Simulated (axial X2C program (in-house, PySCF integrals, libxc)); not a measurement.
# A two-component session on CuCl: properties at the nuclei

Aim: properties at the nuclei of CuCl, with spin–orbit coupling in the Hamiltonian from the start.

Program: an in-house X2C program for linear molecules on PySCF integrals. Level of theory: two-component X2C with atomic mean-field terms, Cu dyall-cv3z, Cl dyall-av3z. These are calculated values, not measurements.

**1. The job**

Input file task.json:

```json
{"zs": [29, 17], "q": 0, "bas": ["dyall-cv3z", "dyall-av3z"], "r0": 2.11, "levels": ["PBE0", "HF", "BHandHLYP", "BP86", "r2SCAN"], "nst": 3}
```

Keys: zs atomic numbers; q charge; bas basis sets; r0 starting distance in Å; levels methods (HF also brings MP2); nst determinants followed.

On the command line:

```console
$ python soeom.py task.json out
```

After this run come: Expectation values, lowest determinant; Expectation values, a higher determinant; Expectation values, a higher determinant.

What does the calculation give? Wanted: lowest determinant; qzz Cu; qzz Cl; μ; higher determinant; Eeff magnitude; Ws magnitude Cu; A∥/gI Cu (for each run or level that gives them).

The runs gave:

```
                                        quantity                                           value
                              lowest determinant                            Ω = 0 (closed shell)
                             qzz Cu (a.u.), PBE0                                            0.15
                             qzz Cl (a.u.), PBE0                                            1.93
                                     μ (D), PBE0                                           -4.96
                              higher determinant       Ω = 1 (excess of +ω over −ω: 2 × ω = 1/2)
Eeff magnitude (GV/cm), PBE0, higher determinant                                            1.53
 Ws magnitude Cu (kHz), PBE0, higher determinant                                           0.651
        A∥/gI Cu (MHz), PBE0, higher determinant                                            2090
         qzz Cu (a.u.), PBE0, higher determinant                                            1.69
                              higher determinant  Ω = 2 (excess of +ω over −ω: ω = 1/2, ω = 3/2)
Eeff magnitude (GV/cm), PBE0, higher determinant                                            1.83
 Ws magnitude Cu (kHz), PBE0, higher determinant                                           0.375
        A∥/gI Cu (MHz), PBE0, higher determinant                                            1130
         qzz Cu (a.u.), PBE0, higher determinant                                            0.04
```

What this shows: The expectation values come from single determinants, which for open shells can mix terms of unlike spin or miss the lowest Ω, so a determinant need not be a state. Eeff is the effective electric field on the electron dipole moment in this Ω state and Ws the scalar–pseudoscalar constant (defined with the proton number Z and per Ω); A∥ is the parallel hyperfine constant, which follows by multiplying with the nuclear g factor gI = μI/(I μN); qzz is the electric field gradient, eQq0 = 234.96 MHz × Q/barn × qzz; μ is positive if Cl is the positive end. The operators were transformed with the bare-nucleus X2C matrices.
